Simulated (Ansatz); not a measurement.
**C7H12O2: a ladder of functionals and wavefunction methods**

Aim: compute C7H12O2 with functionals from several rungs and with coupled cluster, and see how far each lands from CCSD(T) at the basis-set limit for the atomisation energy.

Method: functionals in def2-TZVPP, the program's frozen cores in correlated methods; program: Ansatz 0.2.0, Gaussian basis.

The runs, in order: PBE-D4, r2SCAN-D4, PBE0-D4, B3LYP-D4, ωB97X-V, ωB97M-V, B2PLYP; CCSD(T)/def2-TZVPP; MP2/def2-QZVPP; extrapolation to the limit.

### 1 The geometry

The geometry comes from an earlier relaxation with PBE0-D4 in a triple-zeta def2 set; it is a stationary point, not always the lowest conformer.

SMILES `CC(=O)CC(=O)C(C)C`, 21 atoms, charge 0, spin multiplicity 1.

Atoms are counted from 1 here; the program's logs count them from 0.

Bond lengths: C1–C2 1.498 Å, C1–H10 1.094 Å, C1–H11 1.088 Å, C1–H12 1.094 Å, C2–O3 1.205 Å, C2–C4 1.523 Å, C4–C5 1.523 Å, C4–H13 1.089 Å, C4–H14 1.090 Å, C5–O6 1.205 Å, C5–C7 1.512 Å, C7–C8 1.531 Å, C7–C9 1.517 Å, C7–H15 1.097 Å, C8–H16 1.093 Å, C8–H17 1.092 Å, C8–H18 1.092 Å, C9–H19 1.091 Å and more. Angles: C2–C1–H10 109.8°, C2–C1–H11 110.4°, C2–C1–H12 109.2°, H10–C1–H11 110.9°, H10–C1–H12 106.7°, H11–C1–H12 109.7°, C1–C2–O3 123.3°, C1–C2–C4 115.9°, O3–C2–C4 120.7°, C2–C4–C5 106.8°, C2–C4–H13 108.1°, C2–C4–H14 110.9°, C5–C4–H13 111.3°, C5–C4–H14 108.4°, H13–C4–H14 111.3°, C4–C5–O6 120.6°, C4–C5–C7 116.1°, O6–C5–C7 123.3° and more.

### 2 PBE-D4 (GGA)

in.yaml

```yaml
crystal:
  periodic: [false, false, false]
  atoms:
    - {symbol: C, position_ang: [1.464611, 1.385770, 2.410802]}
    - {symbol: C, position_ang: [0.946237, 0.079769, 1.890831]}
    - {symbol: O, position_ang: [1.606741, -0.927256, 1.853086]}
    - {symbol: C, position_ang: [-0.476441, 0.097687, 1.348519]}
    - {symbol: C, position_ang: [-0.383182, 0.496841, -0.117912]}
    - {symbol: O, position_ang: [-0.382965, 1.658945, -0.437989]}
    - {symbol: C, position_ang: [-0.252856, -0.637387, -1.108722]}
    - {symbol: C, position_ang: [-1.635068, -1.257289, -1.330077]}
    - {symbol: C, position_ang: [0.367287, -0.172828, -2.412472]}
    - {symbol: H, position_ang: [1.254105, 2.181165, 1.690360]}
    - {symbol: H, position_ang: [2.531658, 1.317384, 2.613395]}
    - {symbol: H, position_ang: [0.931217, 1.644523, 3.330673]}
    - {symbol: H, position_ang: [-0.893610, -0.902423, 1.460079]}
    - {symbol: H, position_ang: [-1.082314, 0.839900, 1.868633]}
    - {symbol: H, position_ang: [0.385953, -1.392465, -0.633682]}
    - {symbol: H, position_ang: [-2.308764, -0.532734, -1.794333]}
    - {symbol: H, position_ang: [-2.091410, -1.599189, -0.398551]}
    - {symbol: H, position_ang: [-1.553082, -2.118559, -1.995871]}
    - {symbol: H, position_ang: [1.362519, 0.245268, -2.251596]}
    - {symbol: H, position_ang: [0.454564, -1.009476, -3.108920]}
    - {symbol: H, position_ang: [-0.245200, 0.602333, -2.876252]}
basis:
  gaussian: {orbitals: def2-TZVPP}
hamiltonian: {xc: pbe, dispersion: d4}
output: {forces: true, orbitals: {seedname: orbitals}}
```

Command:

```sh
$ ansatz run in.yaml --threads 4 --pin off --events-out ev --progress --plain --max-ram 46080MiB --backend cuda --devices 0, --max-vram 37GiB
```

After this run come: r2SCAN-D4 (meta-GGA); PBE0-D4 (hybrid); B3LYP-D4 (hybrid); ωB97X-V (range-separated); ωB97M-V (range-separated); B2PLYP (double hybrid); CCSD(T) in def2-TZVPP; MP2 in def2-QZVPP.

**Question.** What will the summary of the whole plan be? Wanted: atomisation energy, CCSD(T)/CBS; farthest; mean size of error, hybrid; mean size of error, range-separated; gap, smallest and largest; T1 diagnostic; triples share of the correlation energy.

**Answer**, as computed:

| quantity | value |
| --- | --- |
| atomisation energy, CCSD(T)/CBS | 92.198 eV |
| functionals within 0.461 eV (0.5 %) | B3LYP-D4, ωB97X-V, ωB97M-V |
| farthest | PBE-D4 (+2.747 eV) |
| mean size of error, hybrid | 0.513 eV |
| mean size of error, range-separated | 0.327 eV |
| gap, smallest and largest | 3.45 eV (PBE-D4), 10.82 eV (ωB97X-V) |
| T1 diagnostic | 0.0136 |
| triples share of the correlation energy | 4.1 % |

PBE-D4 misses by +2.747 eV. Double hybrids carry the basis error of their MP2 part in triple zeta, and no dispersion term here, so their miss is partly the set-up's. Misses under about 0.461 eV are within the doubt on the reference itself, which lacks core-valence correlation, relativity and higher excitations. Hartree-Fock recovers 73 % of the binding; the rest is correlation. The gap grows from 3.4 to 10.8 eV across the functionals, mostly with the share of exact exchange.
